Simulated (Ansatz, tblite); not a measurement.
# Sn11H18 ring sphere (Sn₁₁H₁₈): rung by rung

An exercise on one series of results from a longer session: the logs are not shown, and one member is left open.

Computed with Ansatz 0.2.0, Gaussian basis. Level: as each input shows.

Levels to be run: GFN1-xTB, GFN2-xTB, PBE-D4/def2-TZVP, r2SCAN-D4/def2-TZVP, B3LYP-D4/def2-TZVP, r2SCAN0-D4/def2-TZVP, ωB97X-V/def2-TZVP, PBE-D4/def2-SVP, PBE0-D4/def2-SVP, MP2/def2-SVP, RPA/def2-SVP.

1 further run of the same task is left out (set aside as unsound or not needed).

**The geometry**

The geometry is that of the singlet, from an earlier relaxation (PBE-D4/def2-SVP).

29 atoms, charge 0, spin multiplicity 1.

Bond lengths: Sn1–Sn2 2.821 Å, Sn1–Sn7 2.817 Å, Sn1–H12 1.738 Å, Sn1–H13 1.737 Å, Sn2–Sn4 2.830 Å, Sn2–Sn5 2.817 Å, Sn2–H14 1.743 Å, Sn3–Sn4 2.817 Å, Sn3–Sn8 2.813 Å, Sn3–H15 1.737 Å, Sn3–H16 1.737 Å, Sn4–Sn6 2.818 Å, Sn4–H17 1.743 Å, Sn5–Sn10 2.819 Å, Sn5–H18 1.737 Å, Sn5–H19 1.738 Å, Sn6–Sn11 2.814 Å, Sn6–H20 1.737 Å and more. Angles: Sn2–Sn1–Sn7 109.4°, Sn2–Sn1–H12 109.5°, Sn2–Sn1–H13 110.5°, Sn7–Sn1–H12 109.8°, Sn7–Sn1–H13 110.4°, H12–Sn1–H13 107.3°, Sn1–Sn2–Sn4 109.4°, Sn1–Sn2–Sn5 109.7°, Sn1–Sn2–H14 109.7°, Sn4–Sn2–Sn5 109.4°, Sn4–Sn2–H14 109.0°, Sn5–Sn2–H14 109.6°, Sn4–Sn3–Sn8 111.4°, Sn4–Sn3–H15 108.7°, Sn4–Sn3–H16 110.6°, Sn8–Sn3–H15 108.1°, Sn8–Sn3–H16 110.7°, H15–Sn3–H16 107.2° and more.

Sn takes a core potential in the def2 sets. No spin-orbit coupling is included.

PBE0-D4/def2-TZVP was run before; its log isn't repeated, and its numbers join the tables.

Set-up of the first run:

Tight binding, by tblite at 300 K electronic temperature and without a spin-polarisation term:

```python
tblite.interface.Calculator('GFN1-xTB', numbers, positions, charge=0, uhf=0).singlepoint()
```

Tight binding, by tblite at 300 K electronic temperature and without a spin-polarisation term:

```python
tblite.interface.Calculator('GFN2-xTB', numbers, positions, charge=0, uhf=0).singlepoint()
```

start.molden holds the orbitals of an earlier run on this state, given as this run's starting guess.

Input file in.yaml:

```yaml
crystal:
  periodic: [false, false, false]
  atoms:
    - {symbol: Sn, position_ang: [0.162854, -2.569706, -2.216496]}
    - {symbol: Sn, position_ang: [-2.128352, -1.229035, -1.262332]}
    - {symbol: Sn, position_ang: [0.179969, -2.578421, 2.512428]}
    - {symbol: Sn, position_ang: [-2.094210, -1.210577, 1.567381]}
    - {symbol: Sn, position_ang: [-2.146895, 1.421679, -2.216942]}
    - {symbol: Sn, position_ang: [-2.149041, 1.444459, 2.510952]}
    - {symbol: Sn, position_ang: [2.471579, -1.255917, -1.279844]}
    - {symbol: Sn, position_ang: [2.552077, -1.421432, 1.538052]}
    - {symbol: Sn, position_ang: [2.453880, 1.419217, -2.160698]}
    - {symbol: Sn, position_ang: [0.144154, 2.769046, -1.278139]}
    - {symbol: Sn, position_ang: [0.044728, 2.914450, 1.538465]}
    - {symbol: H, position_ang: [0.151847, -4.213235, -1.652201]}
    - {symbol: H, position_ang: [0.157919, -2.620486, -3.953035]}
    - {symbol: H, position_ang: [-3.561720, -2.057643, -1.806137]}
    - {symbol: H, position_ang: [0.111726, -4.221964, 1.954139]}
    - {symbol: H, position_ang: [0.187105, -2.625954, 4.248958]}
    - {symbol: H, position_ang: [-3.514714, -2.033423, 2.152805]}
    - {symbol: H, position_ang: [-2.192370, 1.443493, -3.953503]}
    - {symbol: H, position_ang: [-3.575922, 2.233635, -1.652940]}
    - {symbol: H, position_ang: [-3.604051, 2.207841, 1.948196]}
    - {symbol: H, position_ang: [-2.190250, 1.476664, 4.247411]}
    - {symbol: H, position_ang: [3.879506, -2.051944, -1.928066]}
    - {symbol: H, position_ang: [3.925989, -2.360708, 2.035581]}
    - {symbol: H, position_ang: [2.745332, 0.166444, 2.212287]}
    - {symbol: H, position_ang: [2.503827, 1.446241, -3.898420]}
    - {symbol: H, position_ang: [3.876586, 2.241762, -1.595261]}
    - {symbol: H, position_ang: [0.155536, 4.386890, -1.924819]}
    - {symbol: H, position_ang: [1.513868, 2.276656, 2.208521]}
    - {symbol: H, position_ang: [-0.070554, 4.573268, 2.041655]}
basis:
  gaussian: {orbitals: def2-TZVP, fitting: {mean_field: def2-universal-jkfit}, initial_orbitals: start.molden}
hamiltonian: {xc: pbe, dispersion: d4}
scf: {omitted_lower_state_checks: [starts]}
output: {forces: true, orbitals: {seedname: orbitals}}
```

The run is started by

```
> ansatz run in.yaml --threads 2 --pin off --events-out ev --progress --plain --max-ram 32768MiB --backend cuda --devices 0, --max-vram 18GiB
```

Steps of the session up to this table: PBE-D4/def2-TZVP; r2SCAN-D4/def2-TZVP; B3LYP-D4/def2-TZVP; r2SCAN0-D4/def2-TZVP; ωB97X-V/def2-TZVP; PBE-D4/def2-SVP; PBE0-D4/def2-SVP; MP2/def2-SVP; RPA/def2-SVP.

One table of the session follows, with a row left open; its other results are not shown here.

It belongs to the step «Binding energy». 

| level | binding an atom (eV) |
| --- | --- |
| HF/def2-SVP | 1.616 |
| PBE-D4/def2-SVP | 2.389 |
| PBE-D4/def2-TZVP | 2.400 |
| r2SCAN-D4/def2-TZVP | 2.417 |
| B3LYP-D4/def2-TZVP | 2.406 |
| PBE0-D4/def2-SVP | 2.386 |
| PBE0-D4/def2-TZVP | 2.401 |
| r2SCAN0-D4/def2-TZVP | 2.404 |
| ωB97X-V/def2-TZVP | 2.473 |
| MP2/def2-SVP | ? |

Q: Estimate the row for MP2/def2-SVP from the others.

As computed: binding an atom (eV): 2.200. In the column «binding an atom (eV)» it lies between HF/def2-SVP (1.616) and PBE0-D4/def2-SVP (2.386).

Caveats from the session: Free atoms were run apart at each level; binding is atoms less cluster, divided by the number of atoms, without zero-point or spin-orbit terms.
